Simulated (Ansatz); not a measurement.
# One shape, several levels: C2H7NSi (SMILES C=NC[SiH3])

We compute a comparison of 6 runs (B3LYP/6-31G*, PBE/cc-pVDZ, PBE0/cc-pVDZ, SVWN5/cc-pVDZ, wB97X/cc-pVDZ, CCSD/cc-pVDZ) of C2H7NSi. 

Program for the calculation: Ansatz 0.2.0.

52 further runs of the same task are left out: 52 set aside as unsound or not needed.

### Step 1. The structure to begin with

The species is C2H7NSi (11 atoms), meant as a singlet with charge 0. As SMILES, `C=NC[SiH3]`. The Si4–H10 distance was set to 1.707 Å, away from the relaxed value.

Bond lengths: C1–N2 1.259 Å, N2–C3 1.436 Å, C3–Si4 1.892 Å, C1–H5 1.089 Å, C1–H6 1.099 Å, C3–H7 1.095 Å, C3–H8 1.102 Å, Si4–H9 1.487 Å, Si4–H11 1.488 Å. Some angles: C1–N2–C3 118.6°, N2–C3–Si4 109.5°, N2–C1–H5 119.2°, N2–C1–H6 123.3°, N2–C3–H7 109.0°, N2–C3–H8 113.6°, Si4–C3–H7 106.9°, Si4–C3–H8 109.5°, C3–Si4–H9 109.5°, C3–Si4–H11 108.9°. A long bond or contact: Si4–H10 1.707 Å.

### Step 2. The energy at B3LYP/6-31G(d) (spherical functions) (run 1)

Input file in.yaml:

```yaml
crystal:
  periodic: [false, false, false]
  atoms:
    - symbol: C
      position_ang: [-0.506460, 1.933152, 0.530701]
    - symbol: N
      position_ang: [-0.865660, 0.776952, 0.184801]
    - symbol: C
      position_ang: [-0.166060, -0.353148, 0.729401]
    - symbol: Si
      position_ang: [0.839240, -1.193548, -0.635899]
    - symbol: H
      position_ang: [-1.012960, 2.797352, 0.103601]
    - symbol: H
      position_ang: [0.299840, 2.122852, 1.253401]
    - symbol: H
      position_ang: [-0.896960, -1.087548, 1.084701]
    - symbol: H
      position_ang: [0.498140, -0.097848, 1.571301]
    - symbol: H
      position_ang: [1.862540, -0.247448, -1.153099]
    - symbol: H
      position_ang: [-0.179800, -1.683000, -1.914500]
    - symbol: H
      position_ang: [1.522840, -2.386248, -0.065599]
basis:
  gaussian:
    orbitals: 6-31G_st_-spherical.json
total_charge: 0
hamiltonian:
  xc: {name: B3LYP}
accuracy: high
output: {orbitals: {seedname: orbitals}}
```

The basis set 6-31G* is read from a file made from the Basis Set Exchange's data (not shown).

Run with:

```console
$ ansatz run in.yaml --threads 1 --pin off --max-ram 2610MiB --events-out events.jsonl --progress --plain --runs-dir runs
```

The program printed:

```text
Warning: RAYON_NUM_THREADS=1 ignored (pool sized by the plan → 1); use --threads N
Functional definition: B3LYP
  name "B3LYP"
  parameter a0 = 0.2
  parameter ax = 0.72
  parameter ac = 0.81
  exchange = (1 - a0 - ax)*slater_x + ax*b88_x + a0*exact_x
  correlation = (1 - ac)*vwn_rpa_c + ac*lyp_c
1818 factors; integrals over basis functions are off by at most 3.7e-9 eV
mean field evaluation 1: about -11549.3361 eV, gradient 4.4e1 eV
mean field evaluation 2: about -11544.0684 eV, gradient 6.4e1 eV
mean field evaluation 4: about -11554.1658 eV, gradient 3.2e0 eV
mean field evaluation 8: about -11554.4104 eV, gradient 2.6e-1 eV
mean field evaluation 16: about -11554.4106 eV, gradient 1.5e-5 eV
mean field -11554.41061981 eV, -424.6167584170 hartree, gradient 5.9e-8 eV, S^2 0.000000; 0 other end points of the search recorded, 0 dependent functions left out
reference -11554.41066127 eV, -424.6167599407 hartree; 20, 20 occupied and 54, 54 virtual orbitals, 1818 factors
Total energy: -11554.41066127 eV, -424.6167599407 hartree
```

It took 8.4 s on 1 thread of Arm Neoverse V1, shared host; peak memory 0.23 GiB.

### Step 3. A single-point energy at PBE/cc-pVDZ (run 2)

Input file run.yaml:

```yaml
basis:
  gaussian: {orbitals: cc-pVDZ}
crystal:
  periodic: [false, false, false]
  atoms:
    - {symbol: C, position_ang: [-0.506460, 1.933152, 0.530701]}
    - {symbol: "N", position_ang: [-0.865660, 0.776952, 0.184801]}
    - {symbol: C, position_ang: [-0.166060, -0.353148, 0.729401]}
    - {symbol: Si, position_ang: [0.839240, -1.193548, -0.635899]}
    - {symbol: H, position_ang: [-1.012960, 2.797352, 0.103601]}
    - {symbol: H, position_ang: [0.299840, 2.122852, 1.253401]}
    - {symbol: H, position_ang: [-0.896960, -1.087548, 1.084701]}
    - {symbol: H, position_ang: [0.498140, -0.097848, 1.571301]}
    - {symbol: H, position_ang: [1.862540, -0.247448, -1.153099]}
    - {symbol: H, position_ang: [-0.179800, -1.683000, -1.914500]}
    - {symbol: H, position_ang: [1.522840, -2.386248, -0.065599]}
magnetization: {spin_polarized: false}
hamiltonian: {xc: pbe}
accuracy: high
output: {orbitals: {seedname: orbitals}}
```

Run with:

```console
$ ansatz run run.yaml --threads 1 --pin off --max-ram 2610MiB --events-out events.jsonl --progress --plain --runs-dir runs
```

The program printed:

```text
Warning: RAYON_NUM_THREADS=1 ignored (pool sized by the plan → 1); use --threads N
Functional definition: PBE
  name "PBE"
  parameter kappa = 0.804
  parameter beta = 0.06672455060314922
  exchange = pbe_x(kappa = kappa, mu = beta*pi^2/3)
  correlation = pbe_c(beta = beta)
2311 factors; integrals over basis functions are off by at most 3.8e-9 eV
mean field evaluation 1: about -11538.4073 eV, gradient 5.1e1 eV
mean field evaluation 2: about -11524.5172 eV, gradient 8.8e1 eV
mean field evaluation 4: about -11545.2460 eV, gradient 8.0e0 eV
mean field evaluation 8: about -11545.3903 eV, gradient 9.4e-2 eV
mean field evaluation 16: about -11545.3903 eV, gradient 1.5e-5 eV
mean field -11545.39029432 eV, -424.2852675696 hartree, gradient 6.1e-8 eV, S^2 0.000000; 0 other end points of the search recorded, 0 dependent functions left out
reference -11545.39029809 eV, -424.2852677083 hartree; 20, 20 occupied and 75, 75 virtual orbitals, 2311 factors
Total energy: -11545.39029809 eV, -424.2852677083 hartree
```

Wall time 8.7 s (1 thread of Arm Neoverse V1, shared host); peak memory 0.26 GiB.

### Step 4. The energy at PBE0/cc-pVDZ (run 3)

in.yaml, as its differences from that of step 2:

```diff
@@ -27,7 +27,6 @@
   gaussian:
-    orbitals: 6-31G_st_-spherical.json
-total_charge: 0
+    orbitals: cc-pVDZ
 hamiltonian:
-  xc: {name: B3LYP}
+  xc: pbe0
+output: {orbitals: {seedname: orbitals}}
 accuracy: high
-output: {orbitals: {seedname: orbitals}}
```

Run with:

```console
$ ansatz run in.yaml --threads 1 --pin off --max-ram 2610MiB --events-out events.jsonl --progress --plain --runs-dir runs
```

The program printed:

```text
Warning: RAYON_NUM_THREADS=1 ignored (pool sized by the plan → 1); use --threads N
Functional definition: PBE0
  name "PBE0"
  parameter a = 0.25
[... 2 set-up lines as earlier in the session ...]
  exchange = (1 - a)*pbe_x(kappa = kappa, mu = beta*pi^2/3) + a*exact_x
[... 1 set-up line as earlier in the session ...]
2311 factors; integrals over basis functions are off by at most 3.8e-9 eV
mean field evaluation 1: about -11542.5444 eV, gradient 3.9e1 eV
mean field evaluation 2: about -11540.1960 eV, gradient 5.0e1 eV
mean field evaluation 4: about -11546.4328 eV, gradient 2.5e0 eV
mean field evaluation 8: about -11546.6740 eV, gradient 1.7e-1 eV
mean field evaluation 16: about -11546.6741 eV, gradient 2.5e-5 eV
mean field -11546.67407319 eV, -424.3324455730 hartree, gradient 5.9e-8 eV, S^2 0.000000; 0 other end points of the search recorded, 0 dependent functions left out
reference -11546.67407596 eV, -424.3324456748 hartree; 20, 20 occupied and 75, 75 virtual orbitals, 2311 factors
Total energy: -11546.67407596 eV, -424.3324456748 hartree
```

It took 11 s on 1 thread of Arm Neoverse V1, shared host; peak memory 0.33 GiB.

Runs 4 to 5 aren't shown in full; the table further down has their settings and results.

### Step 5. A single-point energy at CCSD/cc-pVDZ (run 6)

Input file in.yaml:

```yaml
crystal:
  periodic: [false, false, false]
  atoms:
    - {symbol: C, position_ang: [-0.506460, 1.933152, 0.530701]}
    - {symbol: N, position_ang: [-0.865660, 0.776952, 0.184801]}
    - {symbol: C, position_ang: [-0.166060, -0.353148, 0.729401]}
    - {symbol: Si, position_ang: [0.839240, -1.193548, -0.635899]}
    - {symbol: H, position_ang: [-1.012960, 2.797352, 0.103601]}
    - {symbol: H, position_ang: [0.299840, 2.122852, 1.253401]}
    - {symbol: H, position_ang: [-0.896960, -1.087548, 1.084701]}
    - {symbol: H, position_ang: [0.498140, -0.097848, 1.571301]}
    - {symbol: H, position_ang: [1.862540, -0.247448, -1.153099]}
    - {symbol: H, position_ang: [-0.179800, -1.683000, -1.914500]}
    - {symbol: H, position_ang: [1.522840, -2.386248, -0.065599]}
basis:
  gaussian: {orbitals: cc-pVDZ}
total_charge: 0
correlation: {method: ccsd, frozen_orbitals: {C: 1, H: 0, "N": 1, Si: 5}}
accuracy: high
scf: {omitted_lower_state_checks: [cluster_reference, increment]}
```

Run with:

```console
$ ansatz run in.yaml --threads 1 --pin off --max-ram 2610MiB --events-out events.jsonl --progress --plain --runs-dir runs
```

The program printed (excerpt; [...] marks lines left out):

```text
Warning: RAYON_NUM_THREADS=1 ignored (pool sized by the plan → 1); use --threads N
Functional definition: HF
  name "HF"
[...]
2311 factors; integrals over basis functions are off by at most 3.8e-9 eV
[...]
mean field -11514.48159190 eV, -423.1493937064 hartree, gradient 3.2e-8 eV, S^2 0.000000; 0 other end points of the search recorded, 0 dependent functions left out
8 core orbitals not correlated: weight in the atoms' cores, before any rotation towards them, 1.000 or more for the frozen orbitals, at most 0.000 for the correlated occupied ones
reference -11514.48159190 eV, -423.1493937064 hartree; 12, 12 occupied and 75, 75 virtual orbitals, 2311 factors
second order -14.81005179 eV of doubles, -0.00000000 eV of singles
cycle   1  -15.67824288 eV  change   -8.7e-1 eV  update   9.6e-2
[...]
cycle  22  -16.30332378 eV  change  -8.0e-10 eV  update   1.0e-9
Total energy: -11530.78491568 eV, -423.7485298045 hartree
Checks for a lower state left out: cluster_reference, increment
```

Wall time 26 s (1 thread of Arm Neoverse V1, shared host); peak memory 0.63 GiB.

### Step 6. The series

```csv
run,level,frozen core orbitals,energy (Eh),HOMO energy (eV),LUMO energy (eV),HOMO–LUMO gap (eV),wall time
1,B3LYP/6-31G* (spherical functions),–,-424.616760,-7.01,-0.27,6.74,8.4 s
2,PBE/cc-pVDZ,–,-424.285268,-5.78,-1.32,4.46,8.7 s
3,PBE0/cc-pVDZ,–,-424.332446,-7.32,-0.21,7.11,11 s
4,SVWN5/cc-pVDZ,–,-422.236777,-5.82,-1.53,4.30,6 s
5,wB97X/cc-pVDZ,–,-424.575631,-9.79,2.10,11.89,36 s
6,CCSD/cc-pVDZ,8,-423.748530,–,–,–,26 s
```

### Step 7. Summary of results

| quantity | value |
| --- | --- |
| run 6: total energy | -423.74853 Eh |
| run 6: correlation energy (8 core orbitals frozen) | -599.1 mEh |
| run 6: T1 diagnostic | 0.012 |

Over runs 1, 2, 3, 4, 5 the HOMO–LUMO gap runs from 4.30 eV (SVWN5/cc-pVDZ) to 11.89 eV (wB97X/cc-pVDZ). Totals of different functionals can't be ranked against each other. All runs together took 96 s, the longest 36 s.
